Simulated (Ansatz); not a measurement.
**TaCl (quintet): wB97M-V, B2PLYP over vertical spin and charge gaps, def2-QZVPP**

Aim: run TaCl (quintet) with these functionals over vertical spin and charge gaps, and hold them against the top wave-function level at the same points.

Computed with Ansatz 0.2.0, Gaussian basis. Level: def2-QZVPP, all electrons in the functionals, frozen cores in the correlation of double hybrids and RPA.

Plan: wB97M-V, B2PLYP, at charge 0, quintet; charge 0, triplet; charge 0, septet; charge 1, quartet; charge 1, sextet.

**1. The geometry**

The geometry is a PBE0/def2-TZVP stationary point (not a proven minimum). No spin-orbit coupling is included. Elements past krypton take def2 core potentials.

2 atoms, charge 0, spin multiplicity 5.

Atoms are counted from 1 here; the program's logs count them from 0.

Bond lengths: Ta1–Cl2 2.292 Å.

No dispersion term is added; wB97M-V holds VV10 nonlocal correlation.

The geometry shown and the zero of energy belong to the point charge 0, quintet. The yardstick, UCCSD(T), and other wave-function levels (R restricted, U unrestricted, valence and pair active spaces) come from earlier runs.

**2. wB97M-V, charge 0, quintet**

File in.yaml:

```yaml
crystal:
  periodic: [false, false, false]
  atoms:
    - {symbol: Ta, position_ang: [0.000000, 0.000000, 0.000000]}
    - {symbol: Cl, position_ang: [0.000000, 0.000000, 2.292200]}
basis:
  gaussian: {orbitals: "def2-QZVPP.json"}
magnetization: {spin_polarized: true, initial_magnetization: 4}
hamiltonian: {xc: {name: wB97M-V}}
output: {orbitals: {seedname: orbitals}}
```

Started as:

```
> ansatz run in.yaml --threads 2 --pin off --events-out ev --progress --plain --max-ram 24576MiB --backend cuda --devices 0, --max-vram 18GiB
```

What it wrote, shortened:

```text
Functional definition: wB97M-V
  name "wB97M-V"
  cite "Mardirossian & Head-Gordon, J. Chem. Phys. 144, 214110 (2016) doi:10.1063/1.4952647"
  cite "Becke, J. Chem. Phys. 107, 8554 (1997) doi:10.1063/1.475007"
  cite "Vydrov & Van Voorhis, J. Chem. Phys. 133, 244103 (2010) doi:10.1063/1.3521275"
  # Of w^i u^j: cxij and so on, Table III.
[...]
  gx(w, u) = 1 - cx + cx01*u + cx10*w
  gss(w, u) = css00 + css04*u^4 + css10*w + css20*w^2 + css43*w^4*u^3
  gos(w, u) = cos00 + cos10*w + (cos20 + cos21*u)*w^2 + (cos60 + cos61*u)*w^6
[...]
      + integral(e_c_pw_mod_opposite_spin*gos(b97_w_opposite, b97_u_opposite)) + vv10(b, c)
763 factors; their error is unknown
140 factors; integrals over basis functions are off by at most 1.0e-4 eV
[...]
mean field -14069.56961622 eV, -517.0471466993 hartree, gradient 4.8e-6 eV, S^2 6.005330; 3 other end points of the search recorded, 0 dependent functions left out
reference -14069.56965493 eV, -517.0471481217 hartree; 17, 13 occupied and 134, 138 virtual orbitals, 763 factors
Total energy: -14069.56965493 eV, -517.0471481217 hartree
```

Wall time 14 s (1 × H100 (card shared with other runs) with 2 threads of AMD EPYC 7R13, shared host); peak host memory 0.97 GiB.

From the report: ⟨S²⟩ of the determinant 6.005 (pure quintet: 6.00).

**3. wB97M-V, charge 0, triplet**

in.yaml, as its differences from that of step 2:

```diff
@@ -7,3 +7,3 @@
   gaussian: {orbitals: "def2-QZVPP.json"}
-magnetization: {spin_polarized: true, initial_magnetization: 4}
+magnetization: {spin_polarized: true, initial_magnetization: 2}
 hamiltonian: {xc: {name: wB97M-V}}
```

The command is unchanged.

What it wrote, shortened:

```text
Functional definition: wB97M-V
  name "wB97M-V"
  cite "Mardirossian & Head-Gordon, J. Chem. Phys. 144, 214110 (2016) doi:10.1063/1.4952647"
  cite "Becke, J. Chem. Phys. 107, 8554 (1997) doi:10.1063/1.475007"
  cite "Vydrov & Van Voorhis, J. Chem. Phys. 133, 244103 (2010) doi:10.1063/1.3521275"
  # Of w^i u^j: cxij and so on, Table III.
[...]
  gx(w, u) = 1 - cx + cx01*u + cx10*w
  gss(w, u) = css00 + css04*u^4 + css10*w + css20*w^2 + css43*w^4*u^3
  gos(w, u) = cos00 + cos10*w + (cos20 + cos21*u)*w^2 + (cos60 + cos61*u)*w^6
[...]
      + integral(e_c_pw_mod_opposite_spin*gos(b97_w_opposite, b97_u_opposite)) + vv10(b, c)
763 factors; their error is unknown
140 factors; integrals over basis functions are off by at most 1.0e-4 eV
[...]
mean field -14069.72158946 eV, -517.0527316130 hartree, gradient 5.6e-6 eV, S^2 2.072998; 7 other end points of the search recorded, 0 dependent functions left out
reference -14069.72162943 eV, -517.0527330818 hartree; 16, 14 occupied and 135, 137 virtual orbitals, 763 factors
Total energy: -14069.72162943 eV, -517.0527330818 hartree
```

It took 11 s on 1 × H100 (card shared with other runs) with 2 threads of AMD EPYC 7R13, shared host; peak host memory 0.97 GiB.

From the report: ⟨S²⟩ of the determinant 2.073 (pure triplet: 2.00).

From charge 0, quintet: -3.5 kcal/mol.

**4. wB97M-V, charge 0, septet**

in.yaml, as its differences from that of step 3:

```diff
@@ -7,3 +7,3 @@
   gaussian: {orbitals: "def2-QZVPP.json"}
-magnetization: {spin_polarized: true, initial_magnetization: 2}
+magnetization: {spin_polarized: true, initial_magnetization: 6}
 hamiltonian: {xc: {name: wB97M-V}}
```

The command is unchanged.

What it wrote, shortened:

```text
Functional definition: wB97M-V
  name "wB97M-V"
  cite "Mardirossian & Head-Gordon, J. Chem. Phys. 144, 214110 (2016) doi:10.1063/1.4952647"
  cite "Becke, J. Chem. Phys. 107, 8554 (1997) doi:10.1063/1.475007"
  cite "Vydrov & Van Voorhis, J. Chem. Phys. 133, 244103 (2010) doi:10.1063/1.3521275"
  # Of w^i u^j: cxij and so on, Table III.
[...]
  gx(w, u) = 1 - cx + cx01*u + cx10*w
  gss(w, u) = css00 + css04*u^4 + css10*w + css20*w^2 + css43*w^4*u^3
  gos(w, u) = cos00 + cos10*w + (cos20 + cos21*u)*w^2 + (cos60 + cos61*u)*w^6
[...]
      + integral(e_c_pw_mod_opposite_spin*gos(b97_w_opposite, b97_u_opposite)) + vv10(b, c)
763 factors; their error is unknown
140 factors; integrals over basis functions are off by at most 1.0e-4 eV
[...]
mean field -14063.92710118 eV, -516.8397880960 hartree, gradient 1.0e-5 eV, S^2 12.004940; 5 other end points of the search recorded, 0 dependent functions left out
reference -14063.92714100 eV, -516.8397895597 hartree; 18, 12 occupied and 133, 139 virtual orbitals, 763 factors
Total energy: -14063.92714100 eV, -516.8397895597 hartree
```

It took 13 s on 1 × H100 (card shared with other runs) with 2 threads of AMD EPYC 7R13, shared host; peak host memory 0.97 GiB.

From the report: ⟨S²⟩ of the determinant 12.005 (pure septet: 12.00).

From charge 0, quintet: +130.1 kcal/mol.

**5. wB97M-V, charge 1, quartet**

in.yaml, as its differences from that of step 4:

```diff
@@ -7,3 +7,4 @@
   gaussian: {orbitals: "def2-QZVPP.json"}
-magnetization: {spin_polarized: true, initial_magnetization: 6}
+total_charge: 1
+magnetization: {spin_polarized: true, initial_magnetization: 3}
 hamiltonian: {xc: {name: wB97M-V}}
```

Same command.

What it wrote, shortened:

```text
Functional definition: wB97M-V
  name "wB97M-V"
  cite "Mardirossian & Head-Gordon, J. Chem. Phys. 144, 214110 (2016) doi:10.1063/1.4952647"
  cite "Becke, J. Chem. Phys. 107, 8554 (1997) doi:10.1063/1.475007"
  cite "Vydrov & Van Voorhis, J. Chem. Phys. 133, 244103 (2010) doi:10.1063/1.3521275"
  # Of w^i u^j: cxij and so on, Table III.
[...]
  gx(w, u) = 1 - cx + cx01*u + cx10*w
  gss(w, u) = css00 + css04*u^4 + css10*w + css20*w^2 + css43*w^4*u^3
  gos(w, u) = cos00 + cos10*w + (cos20 + cos21*u)*w^2 + (cos60 + cos61*u)*w^6
[...]
      + integral(e_c_pw_mod_opposite_spin*gos(b97_w_opposite, b97_u_opposite)) + vv10(b, c)
763 factors; their error is unknown
140 factors; integrals over basis functions are off by at most 1.0e-4 eV
[...]
mean field -14062.50909096 eV, -516.7876771819 hartree, gradient 5.0e-6 eV, S^2 3.757990; 7 other end points of the search recorded, 0 dependent functions left out
reference -14062.50913093 eV, -516.7876786508 hartree; 16, 13 occupied and 135, 138 virtual orbitals, 763 factors
Total energy: -14062.50913093 eV, -516.7876786508 hartree
```

It took 7 s on 1 × H100 (card shared with other runs) with 2 threads of AMD EPYC 7R13, shared host; peak host memory 0.96 GiB.

From the report: ⟨S²⟩ of the determinant 3.758 (pure quartet: 3.75).

From charge 0, quintet: +162.8 kcal/mol.

**6. wB97M-V, charge 1, sextet**

in.yaml, as its differences from that of step 5:

```diff
@@ -8,3 +8,3 @@
 total_charge: 1
-magnetization: {spin_polarized: true, initial_magnetization: 3}
+magnetization: {spin_polarized: true, initial_magnetization: 5}
 hamiltonian: {xc: {name: wB97M-V}}
```

Same command.

What it wrote, shortened:

```text
Functional definition: wB97M-V
  name "wB97M-V"
  cite "Mardirossian & Head-Gordon, J. Chem. Phys. 144, 214110 (2016) doi:10.1063/1.4952647"
  cite "Becke, J. Chem. Phys. 107, 8554 (1997) doi:10.1063/1.475007"
  cite "Vydrov & Van Voorhis, J. Chem. Phys. 133, 244103 (2010) doi:10.1063/1.3521275"
  # Of w^i u^j: cxij and so on, Table III.
[...]
  gx(w, u) = 1 - cx + cx01*u + cx10*w
  gss(w, u) = css00 + css04*u^4 + css10*w + css20*w^2 + css43*w^4*u^3
  gos(w, u) = cos00 + cos10*w + (cos20 + cos21*u)*w^2 + (cos60 + cos61*u)*w^6
[...]
      + integral(e_c_pw_mod_opposite_spin*gos(b97_w_opposite, b97_u_opposite)) + vv10(b, c)
763 factors; their error is unknown
140 factors; integrals over basis functions are off by at most 1.0e-4 eV
[...]
mean field -14058.22434213 eV, -516.6302155664 hartree, gradient 7.1e-6 eV, S^2 8.754689; 5 other end points of the search recorded, 0 dependent functions left out
reference -14058.22438452 eV, -516.6302171245 hartree; 17, 12 occupied and 134, 139 virtual orbitals, 763 factors
Total energy: -14058.22438452 eV, -516.6302171245 hartree
```

Wall time 10 s (1 × H100 (card shared with other runs) with 2 threads of AMD EPYC 7R13, shared host); peak host memory 0.97 GiB.

From the report: ⟨S²⟩ of the determinant 8.755 (pure sextet: 8.75).

From charge 0, quintet: +261.6 kcal/mol.

**7. B2PLYP, charge 0, quintet**

File in.yaml:

```yaml
crystal:
  periodic: [false, false, false]
  atoms:
    - {symbol: Ta, position_ang: [0.000000, 0.000000, 0.000000]}
    - {symbol: Cl, position_ang: [0.000000, 0.000000, 2.292200]}
basis:
  gaussian: {orbitals: "def2-QZVPP.json"}
magnetization: {spin_polarized: true, initial_magnetization: 4}
hamiltonian: {xc: {name: B2PLYP}}
correlation: {electrons: outside_noble_gas}
```

Launched as before.

What it wrote, shortened:

```text
Functional definition: B2PLYP
  name "B2PLYP"
  cite "Grimme, J. Chem. Phys. 124, 034108 (2006) doi:10.1063/1.2148954"
  cite "Becke, Phys. Rev. A 38, 3098 (1988) doi:10.1103/PhysRevA.38.3098"
  cite "Lee, Yang & Parr, Phys. Rev. B 37, 785 (1988) doi:10.1103/PhysRevB.37.785"
[...]
917 factors; integrals over basis functions are off by at most 6.5e-4 eV
[...]
mean field -14061.62089464 eV, -516.7550365691 hartree, gradient 3.6e-6 eV, S^2 6.005438; 6 other end points of the search recorded, 0 dependent functions left out
9 core orbitals not correlated: weight in the atoms' cores, before any rotation towards them, 0.997 or more for the frozen orbitals, at most 0.002 for the correlated occupied ones
reference -14061.62101172 eV, -516.7550408718 hartree; 8, 4 occupied and 134, 138 virtual orbitals, 917 factors
second order -9.34492520 eV of doubles, -0.00000000 eV of singles
Total energy: -14064.14414153 eV, -516.8477641819 hartree
```

Wall time 15 s (1 × H100 (card shared with other runs) with 2 threads of AMD EPYC 7R13, shared host); peak host memory 0.87 GiB.

From the report: ⟨S²⟩ of the determinant 6.005 (pure quintet: 6.00).

**8. B2PLYP, charge 0, triplet**

in.yaml, as its differences from that of step 7:

```diff
@@ -7,3 +7,3 @@
   gaussian: {orbitals: "def2-QZVPP.json"}
-magnetization: {spin_polarized: true, initial_magnetization: 4}
+magnetization: {spin_polarized: true, initial_magnetization: 2}
 hamiltonian: {xc: {name: B2PLYP}}
```

Launched as before.

What it wrote, shortened:

```text
Functional definition: B2PLYP
  name "B2PLYP"
  cite "Grimme, J. Chem. Phys. 124, 034108 (2006) doi:10.1063/1.2148954"
  cite "Becke, Phys. Rev. A 38, 3098 (1988) doi:10.1103/PhysRevA.38.3098"
  cite "Lee, Yang & Parr, Phys. Rev. B 37, 785 (1988) doi:10.1103/PhysRevB.37.785"
[...]
917 factors; integrals over basis functions are off by at most 6.5e-4 eV
[...]
mean field -14061.57198760 eV, -516.7532392685 hartree, gradient 2.8e-6 eV, S^2 2.205850; 8 other end points of the search recorded, 0 dependent functions left out
9 core orbitals not correlated: weight in the atoms' cores, before any rotation towards them, 0.997 or more for the frozen orbitals, at most 0.002 for the correlated occupied ones
reference -14061.57210247 eV, -516.7532434900 hartree; 7, 5 occupied and 135, 137 virtual orbitals, 917 factors
second order -10.20812210 eV of doubles, -0.00000000 eV of singles
Total energy: -14064.32829544 eV, -516.8545317133 hartree
```

Wall time 6.5 s (1 × H100 (card shared with other runs) with 2 threads of AMD EPYC 7R13, shared host); peak host memory 0.88 GiB.

From the report: ⟨S²⟩ of the determinant 2.206 (pure triplet: 2.00).

From charge 0, quintet: -4.2 kcal/mol.

**9. B2PLYP, charge 0, septet**

in.yaml, as its differences from that of step 8:

```diff
@@ -7,3 +7,3 @@
   gaussian: {orbitals: "def2-QZVPP.json"}
-magnetization: {spin_polarized: true, initial_magnetization: 2}
+magnetization: {spin_polarized: true, initial_magnetization: 6}
 hamiltonian: {xc: {name: B2PLYP}}
```

The command is unchanged.

What it wrote, shortened:

```text
Functional definition: B2PLYP
  name "B2PLYP"
  cite "Grimme, J. Chem. Phys. 124, 034108 (2006) doi:10.1063/1.2148954"
  cite "Becke, Phys. Rev. A 38, 3098 (1988) doi:10.1103/PhysRevA.38.3098"
  cite "Lee, Yang & Parr, Phys. Rev. B 37, 785 (1988) doi:10.1103/PhysRevB.37.785"
[...]
917 factors; integrals over basis functions are off by at most 6.5e-4 eV
[...]
mean field -14056.20739520 eV, -516.5560941339 hartree, gradient 4.7e-6 eV, S^2 12.008323; 6 other end points of the search recorded, 0 dependent functions left out
9 core orbitals not correlated: weight in the atoms' cores, before any rotation towards them, 0.993 or more for the frozen orbitals, at most 0.005 for the correlated occupied ones
reference -14056.20751887 eV, -516.5560986787 hartree; 9, 3 occupied and 133, 139 virtual orbitals, 917 factors
second order -8.40410158 eV of doubles, -0.00000000 eV of singles
Total energy: -14058.47662630 eV, -516.6394868386 hartree
```

Wall time 6.5 s (1 × H100 (card shared with other runs) with 2 threads of AMD EPYC 7R13, shared host); peak host memory 0.87 GiB.

From the report: ⟨S²⟩ of the determinant 12.008 (pure septet: 12.00).

From charge 0, quintet: +130.7 kcal/mol.

**10. B2PLYP, charge 1, quartet**

in.yaml, as its differences from that of step 9:

```diff
@@ -7,3 +7,4 @@
   gaussian: {orbitals: "def2-QZVPP.json"}
-magnetization: {spin_polarized: true, initial_magnetization: 6}
+total_charge: 1
+magnetization: {spin_polarized: true, initial_magnetization: 3}
 hamiltonian: {xc: {name: B2PLYP}}
```

The command is unchanged.

What it wrote, shortened:

```text
Functional definition: B2PLYP
  name "B2PLYP"
  cite "Grimme, J. Chem. Phys. 124, 034108 (2006) doi:10.1063/1.2148954"
  cite "Becke, Phys. Rev. A 38, 3098 (1988) doi:10.1103/PhysRevA.38.3098"
  cite "Lee, Yang & Parr, Phys. Rev. B 37, 785 (1988) doi:10.1103/PhysRevB.37.785"
[...]
917 factors; integrals over basis functions are off by at most 6.5e-4 eV
[...]
mean field -14054.75621007 eV, -516.5027640642 hartree, gradient 2.3e-6 eV, S^2 3.758110; 8 other end points of the search recorded, 0 dependent functions left out
9 core orbitals not correlated: weight in the atoms' cores, before any rotation towards them, 0.998 or more for the frozen orbitals, at most 0.001 for the correlated occupied ones
reference -14054.75633200 eV, -516.5027685451 hartree; 7, 4 occupied and 135, 138 virtual orbitals, 917 factors
second order -9.14423913 eV of doubles, -0.00000000 eV of singles
Total energy: -14057.22527657 eV, -516.5935005844 hartree
```

It took 8 s on 1 × H100 (card shared with other runs) with 2 threads of AMD EPYC 7R13, shared host; peak host memory 0.87 GiB.

From the report: ⟨S²⟩ of the determinant 3.758 (pure quartet: 3.75).

From charge 0, quintet: +159.6 kcal/mol.

**11. B2PLYP, charge 1, sextet**

in.yaml, as its differences from that of step 10:

```diff
@@ -8,3 +8,3 @@
 total_charge: 1
-magnetization: {spin_polarized: true, initial_magnetization: 3}
+magnetization: {spin_polarized: true, initial_magnetization: 5}
 hamiltonian: {xc: {name: B2PLYP}}
```

Same command.

What it wrote, shortened:

```text
Functional definition: B2PLYP
  name "B2PLYP"
  cite "Grimme, J. Chem. Phys. 124, 034108 (2006) doi:10.1063/1.2148954"
  cite "Becke, Phys. Rev. A 38, 3098 (1988) doi:10.1103/PhysRevA.38.3098"
  cite "Lee, Yang & Parr, Phys. Rev. B 37, 785 (1988) doi:10.1103/PhysRevB.37.785"
[...]
917 factors; integrals over basis functions are off by at most 6.5e-4 eV
[...]
mean field -14050.83805966 eV, -516.3587746924 hartree, gradient 8.3e-9 eV, S^2 8.758827; 8 other end points of the search recorded, 0 dependent functions left out
9 core orbitals not correlated: weight in the atoms' cores, before any rotation towards them, 0.995 or more for the frozen orbitals, at most 0.003 for the correlated occupied ones
reference -14050.83818419 eV, -516.3587792690 hartree; 8, 3 occupied and 134, 139 virtual orbitals, 917 factors
second order -7.49414896 eV of doubles, -0.00000000 eV of singles
Total energy: -14052.86160442 eV, -516.4331385905 hartree
```

Wall time 7.5 s (1 × H100 (card shared with other runs) with 2 threads of AMD EPYC 7R13, shared host); peak host memory 0.88 GiB.

From the report: ⟨S²⟩ of the determinant 8.759 (pure sextet: 8.75).

From charge 0, quintet: +260.2 kcal/mol.

**12. Against the wave-function levels**

No level is safe as a reference over these points; UCCSD(T) serves as a yardstick only. It comes from earlier runs at the same points. Energies in kcal/mol, counted from charge 0, quintet; blanks weren't run or aren't comparable.

```tsv
level	quintet to triplet	quintet to septet	ionisation to the quartet cation	ionisation to the sextet cation
UCCSD(T)	-4.2	130.3	160.1	261.4
wB97M-V	-3.5	130.1	162.8	261.6
B2PLYP	-4.2	130.7	159.6	260.2
```

Largest miss and mean time a point (UCCSD(T) took 33 s a point; shared hosts):

```tsv
level	largest miss (kcal/mol)	where	time a point
wB97M-V	+2.7	ionisation to the quartet cation	11 s
B2PLYP	-1.2	ionisation to the sextet cation	8.7 s
```

**13. Summary of results**

| quantity | value |
| --- | --- |
| quintet to triplet, UCCSD(T) | -4.2 kcal/mol |
| quintet to septet, UCCSD(T) | 130.3 kcal/mol |
| ionisation to the quartet cation, UCCSD(T) | 160.1 kcal/mol |
| ionisation to the sextet cation, UCCSD(T) | 261.4 kcal/mol |
| largest miss, wB97M-V | +2.7 kcal/mol (ionisation to the quartet cation) |
| largest miss, B2PLYP | -1.2 kcal/mol (ionisation to the sextet cation) |

Of the functionals, B2PLYP keep the smallest largest miss at the points compared (at most 1.2 kcal/mol) and wB97M-V strays most (2.7 kcal/mol, at ionisation to the quartet cation). Functionals and the yardstick converge differently with the basis, so part of each miss in def2-QZVPP is the basis. The yardstick itself may be off where one determinant is a poor start.
